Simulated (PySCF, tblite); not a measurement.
**C6H15NSSi: geometry, infrared bands and NMR shifts**

What infrared bands and NMR shifts should C6H15NSSi (`CN[SiH2]C/C(C)=C\SC`) show?

Programs: tblite 0.8.0 and PySCF 2.14.0, with density-fitted response routines of our own. Each step states its level of theory. These are calculated values for one molecule in the gas phase, unless marked as measured. Atoms count from 0, in the outputs and in this text.

### 1 The starting structure

24 atoms, charge 0, multiplicity 1; geometry from: force field or distance geometry start.

Bonds of the start (Å): C0–N1 1.44, N1–Si2 1.77, Si2–C3 1.89, C3–C4 1.49, C4–C5 1.50, C4–C6 1.33, C6–S7 1.79, S7–C8 1.79, C0–H9 1.11, C0–H10 1.14, C0–H11 1.09, N1–H12 1.02, Si2–H13 1.45, Si2–H14 1.48, C3–H15 1.09, C3–H16 1.10, C5–H17 1.10, C5–H18 1.11, C5–H19 1.12, C6–H20 1.10, C8–H21 1.12, C8–H22 1.14, C8–H23 1.09.

### 2 Optimising the geometry with GFN2-xTB

Job settings and geometry (Å):

```
{"job": {"kind": "relax", "xc": "GFN2-xTB", "basis": "xTB"}, "charge": 0, "multiplicity": 1}
C      3.635500     0.783500    -0.055100
N      2.814200    -0.348400    -0.383500
Si     1.415800    -0.599200     0.669000
C     -0.091700    -0.078200    -0.347300
C     -1.305700    -0.868100    -0.012100
C     -1.277800    -2.354400    -0.224400
C     -2.434900    -0.335100     0.435600
S     -2.642500     1.418700     0.742600
C     -2.600900     2.416900    -0.738700
H      4.474200     0.816900    -0.780600
H      2.948000     1.677700    -0.185800
H      4.094100     0.761000     0.938400
H      3.319900    -1.202800    -0.631800
H      1.284100    -1.940000     1.207200
H      1.447200     0.343900     1.812400
H     -0.259700     0.975000    -0.128400
H      0.166100    -0.324700    -1.386800
H     -0.472700    -2.675700    -0.899600
H     -2.234700    -2.724400    -0.655400
H     -1.136300    -2.802700     0.794800
H     -3.302300    -0.981900     0.658600
H     -3.612200     2.492400    -1.211100
H     -2.333000     3.480500    -0.429000
H     -1.906200     2.088900    -1.514600
```

Launch:

```sh
$ OMP_NUM_THREADS=1 python probes_run.py task.json out
```

One launch serves the whole session: the jobs run in the order shown.

Output:

```text
step      E/eV     max force
  0    -771.49219    2.016
  1    -771.70291    0.812
  2    -771.78665    0.559
  3    -771.82831    0.712
  4    -771.86960    0.549
  5    -771.88998    0.278
  6    -771.90601    0.266
  7    -771.91800    0.283
  8    -771.92917    0.247
  9    -771.93724    0.197
 10    -771.94507    0.178
 11    -771.95320    0.253
 12    -771.96145    0.219
 13    -771.96941    0.190
 14    -771.97652    0.212
 15    -771.98283    0.169
 16    -771.98878    0.198
 17    -771.99432    0.168
 18    -771.99956    0.148
 19    -772.00445    0.138
 20    -772.00865    0.139
 21    -772.01230    0.125
 22    -772.01576    0.129
 23    -772.01945    0.134
 24    -772.02380    0.162
 25    -772.02886    0.187
 26    -772.03414    0.182
 27    -772.03920    0.178
 28    -772.04425    0.170
 29    -772.04968    0.158
 30    -772.05560    0.197
 31    -772.06169    0.180
 32    -772.06770    0.180
 33    -772.07387    0.169
 34    -772.08039    0.165
 35    -772.08685    0.181
 36    -772.09219    0.166
 37    -772.09584    0.155
 38    -772.09840    0.120
 39    -772.09998    0.169
 40    -772.10251    0.112
 41    -772.10453    0.083
 42    -772.10709    0.088
 43    -772.10887    0.126
 44    -772.11186    0.155
 45    -772.11444    0.125
 46    -772.11684    0.096
 47    -772.11861    0.092
 48    -772.12098    0.123
 49    -772.12409    0.129
 50    -772.12736    0.117
 51    -772.13014    0.111
 52    -772.13254    0.113
 53    -772.13490    0.117
 54    -772.13733    0.120
 55    -772.13953    0.125
 56    -772.14156    0.110
 57    -772.14369    0.092
 58    -772.14557    0.100
 59    -772.14801    0.094
 60    -772.15047    0.101
 61    -772.15332    0.098
 62    -772.15644    0.124
 63    -772.15970    0.131
 64    -772.16277    0.122
 65    -772.16550    0.112
 66    -772.16792    0.085
 67    -772.17011    0.103
 68    -772.17212    0.121
 69    -772.17436    0.109
 70    -772.17725    0.100
 71    -772.17985    0.111
 72    -772.18306    0.130
 73    -772.18611    0.115
 74    -772.18922    0.109
 75    -772.19245    0.125
 76    -772.19470    0.191
 77    -772.19883    0.150
 78    -772.20310    0.115
 79    -772.20743    0.127
 80    -772.21017    0.116
 81    -772.21217    0.092
 82    -772.21384    0.084
 83    -772.21536    0.083
 84    -772.21694    0.088
 85    -772.21843    0.068
 86    -772.21940    0.059
 87    -772.22021    0.099
 88    -772.22114    0.075
 89    -772.22222    0.060
 90    -772.22351    0.056
 91    -772.22416    0.059
 92    -772.22512    0.059
 93    -772.22584    0.062
 94    -772.22668    0.066
 95    -772.22765    0.079
 96    -772.22874    0.073
 97    -772.22970    0.078
 98    -772.23055    0.054
 99    -772.23141    0.071
100    -772.23231    0.080
101    -772.23328    0.076
102    -772.23431    0.086
103    -772.23554    0.086
104    -772.23694    0.114
105    -772.23867    0.110
106    -772.24054    0.090
107    -772.24256    0.092
108    -772.24424    0.100
109    -772.24666    0.122
110    -772.24956    0.131
111    -772.25480    0.124
112    -772.25878    0.138
113    -772.26308    0.172
114    -772.26569    0.126
115    -772.26862    0.129
116    -772.27085    0.140
117    -772.27275    0.094
118    -772.27423    0.074
119    -772.27545    0.065
120    -772.27671    0.061
121    -772.27797    0.078
122    -772.27882    0.080
123    -772.27956    0.073
124    -772.28028    0.070
125    -772.28109    0.067
126    -772.28193    0.063
127    -772.28269    0.062
128    -772.28323    0.065
129    -772.28377    0.055
130    -772.28426    0.056
131    -772.28505    0.064
132    -772.28568    0.075
133    -772.28642    0.065
134    -772.28704    0.046
135    -772.28752    0.056
136    -772.28808    0.060
137    -772.28880    0.060
138    -772.29021    0.064
139    -772.29114    0.071
140    -772.29245    0.066
141    -772.29362    0.072
142    -772.29436    0.099
143    -772.29536    0.103
144    -772.29609    0.054
145    -772.29673    0.036
146    -772.29725    0.040
147    -772.29760    0.043
148    -772.29790    0.045
149    -772.29826    0.043
150    -772.29874    0.055
151    -772.29926    0.055
152    -772.29989    0.045
153    -772.30036    0.051
154    -772.30096    0.050
155    -772.30181    0.060
156    -772.30312    0.069
157    -772.30418    0.096
158    -772.30491    0.115
159    -772.30601    0.073
160    -772.30680    0.056
161    -772.30754    0.044
162    -772.30833    0.042
163    -772.30903    0.062
164    -772.30955    0.061
165    -772.30972    0.098
166    -772.31027    0.038
167    -772.31051    0.025
168    -772.31072    0.022
169    -772.31083    0.018
170    -772.31095    0.023
171    -772.31105    0.027
172    -772.31112    0.021
173    -772.31117    0.011
174    -772.31121    0.012
175    -772.31124    0.015
176    -772.31129    0.019
177    -772.31133    0.017
178    -772.31137    0.015
179    -772.31142    0.014
180    -772.31147    0.018
181    -772.31153    0.019
182    -772.31160    0.016
183    -772.31166    0.016
184    -772.31170    0.015
185    -772.31174    0.012
186    -772.31178    0.011
187    -772.31182    0.015
188    -772.31187    0.014
189    -772.31191    0.016
190    -772.31196    0.014
191    -772.31201    0.014
192    -772.31208    0.016
193    -772.31215    0.017
194    -772.31223    0.018
195    -772.31231    0.019
196    -772.31239    0.014
197    -772.31245    0.013
198    -772.31250    0.011
199    -772.31253    0.013
200    -772.31256    0.013
201    -772.31259    0.013
202    -772.31263    0.012
203    -772.31268    0.012
204    -772.31272    0.010
```

Run time: 6.9 s. Hardware: 1 thread of Intel Xeon at 2.50GHz, shared host; peak memory 0.18 GiB.

Step by step: (not every step is listed)

```tsv
step	energy from step 0 (eV)	largest force (eV/Å)
0	0.0000	2.0159
1	-0.2107	0.8120
2	-0.2945	0.5585
3	-0.3361	0.7121
4	-0.3774	0.5487
5	-0.3978	0.2778
6	-0.4138	0.2664
7	-0.4258	0.2829
8	-0.4370	0.2469
27	-0.5470	0.1783
46	-0.6246	0.0960
65	-0.6733	0.1122
84	-0.7247	0.0884
103	-0.7433	0.0860
122	-0.7866	0.0801
141	-0.8014	0.0718
160	-0.8146	0.0558
179	-0.8192	0.0141
198	-0.8203	0.0114
199	-0.8203	0.0133
200	-0.8204	0.0130
201	-0.8204	0.0134
202	-0.8204	0.0122
203	-0.8205	0.0124
204	-0.8205	0.0098
```

Distances of close pairs at the start and the end, largest changes first:

```tsv
bond	before (Å)	after (Å)	change (Å)
C8–H22	1.140	1.085	-0.055
C0–H10	1.135	1.087	-0.049
N1–Si2	1.768	1.721	-0.048
C5–H19	1.122	1.089	-0.033
C8–H21	1.119	1.087	-0.032
S7–C8	1.787	1.818	+0.031
C6–S7	1.793	1.766	-0.027
C6–H20	1.105	1.078	-0.026
```

The end geometry stands in the next job.

### 3 Vibrational analysis with GFN2-xTB

Job settings and geometry (Å):

```
{"job": {"kind": "ir", "xc": "GFN2-xTB", "basis": "xTB"}, "charge": 0, "multiplicity": 1}
C      3.498836     0.860927    -0.023167
N      3.082396    -0.434176     0.465756
Si     1.456554    -0.840509     0.855464
C      0.420805    -0.617390    -0.733556
C     -1.022904    -0.861003    -0.475747
C     -1.462205    -2.292208    -0.422159
C     -1.885196     0.128197    -0.260442
S     -1.442008     1.837298    -0.273264
C     -3.105393     2.569993    -0.319223
H      4.404232     0.759470    -0.625784
H      2.711836     1.277226    -0.646194
H      3.702334     1.569423     0.787173
H      3.802556    -0.853189     1.034699
H      1.544053    -2.253263     1.239733
H      0.824045    -0.069471     1.937602
H      0.545081     0.397241    -1.114208
H      0.782842    -1.307754    -1.496114
H     -1.259444    -2.783432    -1.373570
H     -2.525284    -2.373478    -0.208168
H     -0.905359    -2.820653     0.350748
H     -2.926929    -0.044593    -0.042100
H     -3.658433     2.276512     0.569039
H     -2.972763     3.646842    -0.332680
H     -3.621387     2.247752    -1.219348
```

Output:

```text
mode    cm-1     km/mol
  1      -3.0      0.29
  2      29.8      2.57
  3      41.9      2.72
  4      87.6      0.21
  5     114.6      0.83
  6     120.4      0.29
  7     138.9      0.14
  8     154.4      2.16
  9     164.8      0.49
 10     174.4      3.14
 11     223.3      0.71
 12     260.1      0.17
 13     312.5      4.84
 14     370.4      4.05
 15     455.9      0.30
 16     471.2     16.58
 17     485.1     62.07
 18     532.4     80.38
 19     605.0     16.27
 20     700.9     79.47
 21     727.9    117.77
 22     729.9     18.71
 23     759.4     57.84
 24     787.6    149.92
 25     795.5     83.81
 26     813.0     38.54
 27     831.5    239.17
 28     918.8     47.92
 29     940.3      1.05
 30     957.5      8.02
 31    1017.8     17.87
 32    1025.5      6.84
 33    1065.2     22.18
 34    1109.4      3.52
 35    1118.4      5.18
 36    1161.6     83.79
 37    1191.4     31.46
 38    1217.4     60.32
 39    1295.2     45.90
 40    1316.8      1.47
 41    1369.6     55.08
 42    1401.3      3.22
 43    1422.6      0.79
 44    1452.6      7.96
 45    1455.1      0.26
 46    1455.7      5.66
 47    1481.2      2.88
 48    1486.9      4.63
 49    1489.1      3.18
 50    1503.9      1.63
 51    1686.5     15.81
 52    2178.9    358.21
 53    2227.8    270.08
 54    2912.1     63.95
 55    2967.9     64.16
 56    2977.0     44.37
 57    2981.0     21.95
 58    2996.9     30.73
 59    3013.1     42.29
 60    3020.4      9.19
 61    3026.4     11.23
 62    3036.2     31.52
 63    3042.2     23.62
 64    3060.8      3.60
 65    3077.1     29.29
 66    3443.2      3.73
```

Run time: 4.2 s. Hardware: 1 thread of Intel Xeon at 2.50GHz, shared host; peak memory 0.18 GiB.

Which atoms move in the most intense modes:

```tsv
cm⁻¹	km/mol	atoms
532	80.4	H12 72 %, N1 15 %
728	117.8	H14 31 %, H13 25 %, C8 13 %
788	149.9	H13 34 %, H14 33 %, C6 14 %
796	83.8	H20 23 %, C3 18 %, H16 16 %, C6 13 %
832	239.2	Si2 37 %, N1 22 %
1162	83.8	N1 43 %, C0 34 %, H12 16 %
2179	358.2	H14 91 %
2228	270.1	H13 91 %
```

### 4 NMR shieldings: PBE0/pcSseg-1

The job, as its differences from that of step 3:

```diff
@@ -1,2 +1,2 @@
-{"job": {"kind": "ir", "xc": "GFN2-xTB", "basis": "xTB"}, "charge": 0, "multiplicity": 1}
+{"job": {"kind": "nmr", "xc": "PBE0", "basis": "pcSseg-1"}, "charge": 0, "multiplicity": 1}
 C      3.498836     0.860927    -0.023167
```

With the program's defaults for keys left out, this is: GIAO PBE0/pcSseg-1 NMR shielding, non-relativistic, gas phase.

Output:

```text
coarse grid: 20128 points
cycle   1  E = -979.2988515208  dE =  8.296e-01  |g| = 5.123e-01  |ddm| = 4.392e+00
cycle   2  E = -979.2764403182  dE =  2.241e-02  |g| = 6.072e-01  |ddm| = 1.114e+00
cycle   3  E = -979.3637331365  dE = -8.729e-02  |g| = 8.732e-02  |ddm| = 6.725e-01
cycle   4  E = -979.3652617899  dE = -1.529e-03  |g| = 3.573e-02  |ddm| = 1.184e-01
cycle   5  E = -979.3655366386  dE = -2.748e-04  |g| = 1.228e-02  |ddm| = 4.035e-02
cycle   6  E = -979.3655703628  dE = -3.372e-05  |g| = 4.103e-03  |ddm| = 1.478e-02
cycle   7  E = -979.3655742318  dE = -3.869e-06  |g| = 7.391e-04  |ddm| = 3.912e-03
final grid: 182496 points
cycle   8  E = -979.4192394167  dE = -4.212e-05  |g| = 1.129e-02  |ddm| = 3.984e-02
cycle   9  E = -979.4192202263  dE =  1.919e-05  |g| = 1.415e-02  |ddm| = 2.410e-02
cycle  10  E = -979.4192712595  dE = -5.103e-05  |g| = 1.437e-03  |ddm| = 1.484e-02
cycle  11  E = -979.4192717527  dE = -4.932e-07  |g| = 3.563e-04  |ddm| = 1.705e-03
cycle  12  E = -979.4192717808  dE = -2.811e-08  |g| = 1.323e-04  |ddm| = 4.743e-04
cycle  13  E = -979.4192717849  dE = -4.129e-09  |g| = 3.264e-05  |ddm| = 1.545e-04
cycle  14  E = -979.4192717852  dE = -2.392e-10  |g| = 7.982e-06  |ddm| = 3.907e-05
converged SCF energy = -979.4192717852

GIAO shielding tensors (ppm)
atom      isotropic    diamagn.    paramagn.     s11        s22        s33       span
  0 C      155.198     243.919     -88.721    132.034    147.508    186.051     54.017
  1 N      250.296     321.081     -70.784    220.766    238.740    291.382     70.616
  2 Si     383.589     881.706    -498.117    340.764    371.713    438.290     97.526
  3 C      164.436     255.552     -91.116    136.990    165.381    190.938     53.948
  4 C       52.588     261.451    -208.863    -55.078     52.334    160.506    215.584
  5 C      159.346     246.340     -86.994    140.875    150.487    186.676     45.802
  6 C       59.820     260.551    -200.731    -26.151     98.604    107.008    133.159
  7 S      516.377    1060.837    -544.459    363.349    476.525    709.257    345.907
  8 C      165.378     251.783     -86.405    146.063    162.128    187.942     41.879
  9 H       28.843      26.909       1.934     23.795     26.575     36.159     12.363
 10 H       29.110      31.086      -1.976     23.968     30.082     33.280      9.312
 11 H       28.862      28.459       0.403     24.282     26.299     36.005     11.723
 12 H       31.781      30.157       1.625     21.745     30.237     43.362     21.617
 13 H       27.076      31.513      -4.437     22.872     26.800     31.555      8.683
 14 H       27.055      31.874      -4.819     23.085     27.142     30.939      7.854
 15 H       29.123      34.704      -5.581     24.335     31.359     31.674      7.339
 16 H       30.182      33.333      -3.151     25.676     29.046     35.824     10.147
 17 H       29.860      28.970       0.890     26.192     27.533     35.855      9.663
 18 H       29.910      30.147      -0.237     25.607     29.049     35.074      9.468
 19 H       29.733      30.372      -0.639     24.966     29.373     34.862      9.896
 20 H       26.462      36.054      -9.591     22.568     26.356     30.462      7.894
 21 H       29.342      30.398      -1.055     24.086     27.531     36.409     12.324
 22 H       29.784      29.305       0.480     24.728     26.799     37.826     13.098
 23 H       29.385      29.793      -0.408     23.968     27.467     36.721     12.753
```

Run time: 3.2 min. Hardware: 1 thread of Intel Xeon at 2.50GHz, shared host; peak memory 1.1 GiB.

The references, computed at this level on geometries of the same kind, shield at (ppm): 1H TMS 31.72, 13C TMS 186.9, 29Si TMS 349.2, 15N NH3 267.7, 33S CS2 504. Their shielding less the atom's gives the shift. The references are single molecules in the gas phase, so shifts against H2O, NH3, PH3, H3PO4 or CFCl3 are not on the usual liquid scales and can be off by tens of ppm. Atoms listed in one row are averaged.

```tsv
atoms	environment	σ (ppm)	δ (ppm)	δ scaled to CDCl3
C4	fully substituted alkene carbon	52.6	134.3	129.2
C6	alkene CH	59.8	127.1	117.7
C0	methyl carbon bonded to N	155.2	31.7	29.1
C5	allylic methyl carbon	159.3	27.6	25.0
C3	allylic sp3 CH2 bonded to Si	164.4	22.5	20.0
C8	methyl carbon bonded to S	165.4	21.5	14.7
H20	hydrogen on an alkene CH	26.46	5.25	5.06
H13, H14	hydrogen on a silicon bonded to C, N	27.07	4.65	–
H9, H10, H11	hydrogen on a methyl carbon bonded to N	28.94	2.78	2.72
H21, H22, H23	hydrogen on a methyl carbon bonded to S	29.50	2.21	2.19
H15, H16	hydrogen on an allylic sp3 CH2 bonded to Si	29.65	2.06	2.05
H17, H18, H19	hydrogen on an allylic methyl carbon	29.83	1.88	1.88
H12	hydrogen on a nitrogen bonded to C, Si	31.78	-0.06	–
N1	nitrogen bonded to C, Si, H	250.3	17.4	–
Si2	silicon bonded to C, N, 2 H	383.6	-34.4	–
S7	sulfide sulfur	516	-13	–
```

The scaled column applies a straight-line fit of computed shieldings to shifts measured in CDCl3, with any fitted terms for Cl, Br or S neighbours (root-mean-square error 0.16 ppm for H, 1.9 ppm for C).

The run also stored atomic charges by several schemes (e):

```tsv
atoms	Mulliken	IAO	Hirshfeld	ESP fit
C0	-0.10	-0.30	-0.07	0.03
N1	-0.68	-0.67	-0.25	-0.74
Si2	0.77	0.89	0.36	0.61
C3	-0.46	-0.55	-0.16	-0.40
C4	-0.37	0.01	-0.01	0.20
C5	-0.14	-0.42	-0.12	-0.52
C6	-0.18	-0.31	-0.09	-0.35
S7	0.00	0.13	0.01	-0.07
C8	-0.38	-0.50	-0.12	-0.53
```

Mayer bond orders: C0–N1 0.97, N1–Si2 1.02, Si2–C3 0.86, C3–C4 1.06, C4–C5 1.07, C4–C6 1.82, C6–S7 1.03, S7–C8 1.00.

Orbitals, density, ELF and potential are computed afterwards from the orbital file.

Frontier orbitals at PBE0/pcSseg-1, with the share of their density that lies nearest to each atom:

```tsv
orbital	energy (eV)	lies on
HOMO	-5.63	S7 44 %; C4 20 %; C6 14 %
LUMO	0.54	C4, C6 about 25 % each; S7 8 %; H20 7 %
```

ELF in a plane through or near 9 of the atoms.

Values, 10 rows by 14 columns:
```
0.00 0.00 0.00 0.00 0.00 0.00 0.00 0.00 0.00 0.00 0.00 0.00 0.00 0.00
0.00 0.00 0.00 0.00 0.00 0.00 0.00 0.00 0.00 0.00 0.05 0.03 0.00 0.00
0.00 0.00 0.02 0.75 0.40 0.01 0.00 0.07 0.25 0.03 0.99 0.98 0.03 0.00
0.00 0.00 0.11 0.94 0.78 0.13 0.00 0.58 0.86 0.55 0.33 0.47 0.05 0.00
0.00 0.00 0.02 0.46 0.68 0.04 0.05 0.05 0.63 0.50 0.30 0.35 0.03 0.00
0.00 0.00 0.73 0.84 0.86 0.09 0.88 0.41 0.81 0.38 0.98 0.02 0.00 0.00
0.00 0.00 0.00 0.02 0.20 0.56 0.24 0.45 0.56 0.04 0.52 0.01 0.00 0.00
0.00 0.00 0.00 0.00 0.65 0.42 0.13 0.98 0.66 1.00 0.48 0.00 0.00 0.00
0.00 0.00 0.00 0.00 0.00 0.00 0.12 0.70 0.15 0.77 0.05 0.00 0.00 0.00
0.00 0.00 0.00 0.00 0.00 0.00 0.00 0.00 0.00 0.00 0.00 0.00 0.00 0.00
```
The map spans 13.4 Å across and 11.2 Å up, centred on the molecule. Atoms in the plane (x, y in Å): N1 (-3.1, 0.2), C6 (1.9, -0.2), S7 (1.8, 1.5), C8 (3.6, 1.9), H11 (-3.4, 2.3), H18 (2.0, -2.8), H19 (0.3, -2.9), H20 (2.8, -0.6), H22 (3.6, 3.0).

On the surface of density 0.002 e/bohr³ the electrostatic potential runs, from the 1st to the 99th percentile, from -1.17 V near S7 to 1.17 V near H12.

### 5 Results

| quantity | value |
| --- | --- |
| strongest single infrared mode (GFN2-xTB) | 2179 cm⁻¹, 358 km/mol |
| zero-point energy (GFN2-xTB) | 122.1 kcal/mol |
| 13C shifts against TMS (PBE0/pcSseg-1) | 134.3, 127.1, 31.7, 27.6, 22.5, 21.5 ppm |
| 1H shifts against TMS (PBE0/pcSseg-1, means over atoms taken as alike) | 5.25, 4.65, 2.78, 2.21, 2.06, 1.88, -0.06 ppm |
| 15N shifts against NH3 (PBE0/pcSseg-1) | 17.4 ppm |
| 29Si shifts against TMS (PBE0/pcSseg-1) | -34.4 ppm |
| 33S shifts against CS2 (PBE0/pcSseg-1) | -13 ppm |
| surface potential, 1st and 99th percentile | -1.17 V and 1.17 V |

**Reading.** Over 204 steps the energy fell by 0.821 eV; of the close pairs, C8–H22 changed most, 1.140 to 1.085 Å. The lowest mode is slightly imaginary (3i cm⁻¹), a soft motion within the noise of the Hessian, so the minimum is not strictly shown. The strongest single mode, at 2179 cm⁻¹, moves mainly H14. Unscaled tight-binding wavenumbers are off by several per cent, some by more. Its intensities can rank the bands wrongly. H20 (hydrogen on an alkene CH) lies farthest downfield among hydrogen, at 5.25 ppm; a vinylic proton, deshielded by the sp2 carbon and the C=C anisotropy. At PBE0/pcSseg-1: The largest span, 346 ppm, is at S7, where the paramagnetic term is -544 ppm.
